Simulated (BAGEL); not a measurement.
**HF/STO-3G (density fitting with qzvpp-jkfit) run of GaH5Se (SMILES [GaH3-][SeH2+])**

Aim: the vertical ionisation energy of GaH5Se at HF/STO-3G (density fitting with qzvpp-jkfit), from 2 runs. 

The results are computed with BAGEL 1.2.2.

### 1 Starting point

The species is GaH5Se (7 atoms), meant as a singlet with charge 0. As SMILES, `[GaH3-][SeH2+]`. The coordinates come from a PBE0-D4/def2-TZVP relaxation.

Bond lengths: Ga1–Se2 2.713 Å, Ga1–H3 1.575 Å, Ga1–H4 1.575 Å, Ga1–H5 1.574 Å, Se2–H6 1.469 Å, Se2–H7 1.469 Å. Angles: Ga1–Se2–H6 97.0°, Ga1–Se2–H7 97.0°, Se2–Ga1–H3 94.5°, Se2–Ga1–H4 94.5°, Se2–Ga1–H5 98.0°, H6–Se2–H7 91.5°, H3–Ga1–H4 118.9°, H3–Ga1–H5 119.1°, H4–Ga1–H5 119.1°.

### 2 The energy at HF/STO-3G (density fitting with qzvpp-jkfit)

input.json

```json
{ "bagel": [

{
  "title": "molecule",
  "basis": "sto-3g",
  "df_basis": "qzvpp-jkfit",
  "angstrom": true,
  "geometry": [
    { "atom": "Ga", "xyz": [      -0.804600,      -0.664900,      -0.554200 ] },
    { "atom": "Se", "xyz": [       0.775800,       0.591800,       1.257700 ] },
    { "atom": "H", "xyz": [      -0.367400,      -2.113200,      -0.115900 ] },
    { "atom": "H", "xyz": [      -2.145600,      -0.068500,       0.017400 ] },
    { "atom": "H", "xyz": [      -0.183400,      -0.039700,      -1.858700 ] },
    { "atom": "H", "xyz": [       2.053400,       0.356300,       0.572900 ] },
    { "atom": "H", "xyz": [       0.671800,       1.938300,       0.680800 ] }
  ]
},

{
  "title": "hf"
},

{
  "title": "print",
  "file": "orbitals.molden",
  "orbitals": true
}

]}
```

Launch:

```sh
$ BAGEL_NUM_THREADS=1 BAGEL input.json > input.out
```

Output:

```text
* using 1 threads per process

  ===============================================================
  ===============================================================

  *** Geometry ***

  { "atom" : "Ga", "xyz" : [     -1.520474,     -1.256479,     -1.047286 ] },
  { "atom" : "Se", "xyz" : [      1.466050,      1.118340,      2.376709 ] },
  { "atom" : "H", "xyz" : [     -0.694285,     -3.993369,     -0.219019 ] },
  { "atom" : "H", "xyz" : [     -4.054596,     -0.129446,      0.032881 ] },
  { "atom" : "H", "xyz" : [     -0.346576,     -0.075022,     -3.512434 ] },
  { "atom" : "H", "xyz" : [      3.880364,      0.673309,      1.082624 ] },
  { "atom" : "H", "xyz" : [      1.269518,      3.662856,      1.286526 ] },

  Number of auxiliary basis functions:      622

  Since a DF basis is specified, we compute 2- and 3-index integrals:
    o Being stored without compression. Storage requirement is 0.008 GB

  Number of basis functions:       41
  Number of electrons      :       70

    * METHOD: MOLECULE                             0.31

  *** RHF ***

  === Nuclear Repulsion ===
   289.6989545571

      * DIIS with orbital gradients will be used.

  === RHF iteration (sto-3g) ===
      0      -4277.26817930          0.00522383           0.06
      1      -4277.29949958          0.00141562           0.06
      2      -4277.30214848          0.00040234           0.06
      3      -4277.30251435          0.00025788           0.06
      4      -4277.30284961          0.00010906           0.06
      5      -4277.30291221          0.00003216           0.06
      6      -4277.30291611          0.00000879           0.06
      7      -4277.30291633          0.00000406           0.06
      8      -4277.30291635          0.00000173           0.06
      9      -4277.30291636          0.00000125           0.06
     10      -4277.30291637          0.00000041           0.06
     11      -4277.30291637          0.00000014           0.06
     12      -4277.30291637          0.00000008           0.06
     13      -4277.30291637          0.00000003           0.06
     14      -4277.30291637          0.00000001           0.06
    * SCF iteration converged.

    * Permanent dipole moment:
           (   -1.297175,    -1.092166,    -0.595651) a.u.

    * METHOD: HF                                   1.09

    * METHOD: PRINT                                0.01

  ===============================================================
```

Wall time 1.6 s (1 thread of Arm Neoverse V1, shared host); peak memory 0.093 GiB.

### 3 The doublet cation at the same level

input.json

```json
{ "bagel" : [

{
  "title" : "molecule",
  "basis" : "sto-3g",
  "df_basis" : "qzvpp-jkfit",
  "angstrom" : "true",
  "geometry" : [
    { "atom" : "Ga", "xyz" : [      -0.804600,      -0.664900,      -0.554200 ] },
    { "atom" : "Se", "xyz" : [       0.775800,       0.591800,       1.257700 ] },
    { "atom" : "H", "xyz" : [      -0.367400,      -2.113200,      -0.115900 ] },
    { "atom" : "H", "xyz" : [      -2.145600,      -0.068500,       0.017400 ] },
    { "atom" : "H", "xyz" : [      -0.183400,      -0.039700,      -1.858700 ] },
    { "atom" : "H", "xyz" : [       2.053400,       0.356300,       0.572900 ] },
    { "atom" : "H", "xyz" : [       0.671800,       1.938300,       0.680800 ] }
  ]
},

{
  "title" : "uhf",
  "charge" : 1,
  "nopen" : 1
},

{
  "title" : "print",
  "file" : "orbitals.molden",
  "orbitals" : "true"
}

]}
```

Launch:

```sh
$ BAGEL_NUM_THREADS=1 BAGEL input.json > input.out
```

Output:

```text
* using 1 threads per process

  ===============================================================
  ===============================================================

  *** Geometry ***

  { "atom" : "Ga", "xyz" : [     -1.520474,     -1.256479,     -1.047286 ] },
  { "atom" : "Se", "xyz" : [      1.466050,      1.118340,      2.376709 ] },
  { "atom" : "H", "xyz" : [     -0.694285,     -3.993369,     -0.219019 ] },
  { "atom" : "H", "xyz" : [     -4.054596,     -0.129446,      0.032881 ] },
  { "atom" : "H", "xyz" : [     -0.346576,     -0.075022,     -3.512434 ] },
  { "atom" : "H", "xyz" : [      3.880364,      0.673309,      1.082624 ] },
  { "atom" : "H", "xyz" : [      1.269518,      3.662856,      1.286526 ] },

  Number of auxiliary basis functions:      622

  Since a DF basis is specified, we compute 2- and 3-index integrals:
    o Being stored without compression. Storage requirement is 0.008 GB

  Number of basis functions:       41
  Number of electrons      :       70

    * METHOD: MOLECULE                             0.30

  *** Open-shell HF ***

  === Nuclear Repulsion ===
   289.6989545571

      * DIIS with orbital gradients will be used.

  === UHF iteration (sto-3g) ===
      0      -4277.13817729          0.02616148           0.12
      1      -4277.25766707          0.00427672           0.11
      2      -4277.26274672          0.00197579           0.12
      3      -4277.26417084          0.00043371           0.11
      4      -4277.26424052          0.00013296           0.12
      5      -4277.26424852          0.00010505           0.12
      6      -4277.26425424          0.00010434           0.12
      7      -4277.26426231          0.00010370           0.12
      8      -4277.26438133          0.00009220           0.12
      9      -4277.26454700          0.00021925           0.12
     10      -4277.26441334          0.00037442           0.12
     11      -4277.26443083          0.00036578           0.12
     12      -4277.26461657          0.00023693           0.12
     13      -4277.26478654          0.00006069           0.12
     14      -4277.26478562          0.00000403           0.12
     15      -4277.26478761          0.00000335           0.12
     16      -4277.26478927          0.00000265           0.12
     17      -4277.26478976          0.00000232           0.12
     18      -4277.26478976          0.00000229           0.12
     19      -4277.26478975          0.00000227           0.11
     20      -4277.26478970          0.00000222           0.12
     21      -4277.26478948          0.00000195           0.11
     22      -4277.26478984          0.00000153           0.11
     23      -4277.26478914          0.00000120           0.12
     24      -4277.26478896          0.00000087           0.12
     25      -4277.26478935          0.00000041           0.12
     26      -4277.26478972          0.00000022           0.12
[... 45 lines of this table left out ...]
     72      -4277.26478996          0.00000004           0.12
     73      -4277.26478996          0.00000004           0.12
     74      -4277.26478996          0.00000003           0.12
     75      -4277.26478996          0.00000002           0.11
     76      -4277.26478996          0.00000002           0.12
     77      -4277.26478996          0.00000002           0.11
     78      -4277.26478996          0.00000001           0.11
     79      -4277.26478996          0.00000001           0.12
     80      -4277.26478996          0.00000001           0.12
     81      -4277.26478996          0.00000001           0.12
     82      -4277.26478996          0.00000001           0.12
     83      -4277.26478996          0.00000001           0.12
     84      -4277.26478996          0.00000001           0.12
    * SCF iteration converged.

    * S^2 (UHF) is 0.7508

    * Permanent dipole moment:
           (   -0.285942,    -0.295008,     0.663249) a.u.

    * METHOD: UHF                                 10.11

    * METHOD: PRINT                                0.01

  ===============================================================
```

It took 11 s on 1 thread of Arm Neoverse V1, shared host; peak memory 0.093 GiB.

### 4 What came out

At HF/STO-3G (density fitting with qzvpp-jkfit):

| quantity | value |
| --- | --- |
| singlet GaH5Se: total energy | -4277.30292 Eh |
| singlet GaH5Se: dipole moment | 4.57 D |
| singlet GaH5Se: HOMO energy | -5.81 eV |
| singlet GaH5Se: LUMO energy | 7.98 eV |
| singlet GaH5Se: HOMO–LUMO gap | 13.78 eV |
| doublet cation: total energy | -4277.26479 Eh |
| doublet cation: ⟨S²⟩ | 0.751 |
| vertical ionisation energy (to the doublet cation), in doubt | 1.037 eV |

**Reading.** Removing an electron at fixed nuclei costs 1.04 eV (100 kJ/mol). The negative HOMO energy of the first species, 5.81 eV, lies 4.77 eV above that difference. This ionisation energy lies far from the orbital energy or is small for a neutral ground state: the minimal basis may be the cause, the hole may sit in another orbital, or the first species is not in its lowest state. In a minimal basis such a difference can be off by several eV, whatever the method.
